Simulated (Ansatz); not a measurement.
# GeH₂ (singlet): from Hartree-Fock to the top rungs at a displaced geometry (v2), cc-pVDZ

How much of the correlation energy of GeH₂ (singlet) does each wave-function method recover here?

Program: Ansatz 0.2.0, Gaussian basis. Level of theory: cc-pVDZ, core rule «outside noble gas», up to 14 orbitals frozen. These are calculated values, not measurements.

The runs, in order: UHF; CCSD(T) on RHF; CCSD(T) on UHF; BCCD(T) on RHF; CISD; CCSDT(Q) on RHF; CCSDT(Q) on UHF; CCSDTQ on RHF; CASSCF and MRCISD+Q, 6 electrons in 6 orbitals; CASSCF and NEVPT2, 6 electrons in 6 orbitals; Full CI.

15 further runs of the same task are left out: 1 for a mislabelled method, 5 that didn't finish, 9 set aside as unsound or not needed.

### 1 The system

The geometry is a PBE0/def2-TZVP stationary point (not a proven minimum) with its atoms shifted at random (size 0.100 Å). No spin-orbit coupling is included. The filled d shell of Ge may be among the frozen orbitals whatever the setting's name suggests; the logs give the count.

3 atoms, charge 0, spin multiplicity 1.

Atoms are counted from 1 here; the program's logs count them from 0.

Bond lengths: Ge1–H2 1.600 Å, Ge1–H3 1.582 Å. Angles: H2–Ge1–H3 90.5°.

### 2 UHF

in.yaml reads:

```yaml
crystal:
  periodic: [false, false, false]
  atoms:
    - {symbol: Ge, position_ang: [0.003418, -0.030054, -0.000203]}
    - {symbol: H, position_ang: [-0.161457, 1.099170, -1.122097]}
    - {symbol: H, position_ang: [-0.084836, 1.066740, 1.136705]}
basis:
  gaussian: {orbitals: cc-pVDZ}
magnetization: {spin_polarized: true, initial_magnetization: 0}
hamiltonian: {xc: hf}
output: {orbitals: {seedname: orbitals}}
```

Launch:

```
> ansatz run in.yaml --threads 1 --pin off --events-out ev --progress --plain --max-ram 2393MiB
```

After this run come: CCSD(T) on RHF; CCSD(T) on UHF; BCCD(T) on RHF; CISD; CCSDT(Q) on RHF; CCSDT(Q) on UHF; CCSDTQ on RHF; CASSCF and MRCISD+Q, 6 electrons in 6 orbitals; CASSCF and NEVPT2, 6 electrons in 6 orbitals; Full CI.

**Question.** What will the summary of the whole plan be? Wanted: FCI below the RHF energy; RMP2 from FCI; RCCSD from FCI; RCCSD(T) from FCI; RCCSDT(Q) from FCI; NEVPT2 valence from FCI; MRCISD+Q valence from FCI; T1 diagnostic; effectively unpaired electrons.

As calculated:

| quantity | value |
| --- | --- |
| FCI below the RHF energy | -3.0654 eV |
| RMP2 from FCI | +787.7 meV |
| RCCSD from FCI | +70.8 meV |
| RCCSD(T) from FCI | +16.6 meV |
| RCCSDT(Q) from FCI | +0.6 meV |
| NEVPT2 valence from FCI | +531.1 meV |
| MRCISD+Q valence from FCI | +2.5 meV |
| levels within 1 kcal/mol (43 meV) | RCCSD(T), BCCD(T), RCCSDT, RCCSDT(Q), RCCSDTQ, MRCISD+Q valence |
| T1 diagnostic | 0.013 |
| effectively unpaired electrons | 0.07 |

In words: RCCSD(T) lands +16.6 meV from the yardstick (0.5 % of the correlation energy). One determinant dominates. Of the multireference levels listed MRCISD+Q valence comes nearest in total energy (+2.5 meV), which doesn't show that its space is the better one. These misses are within one basis, not against nature.
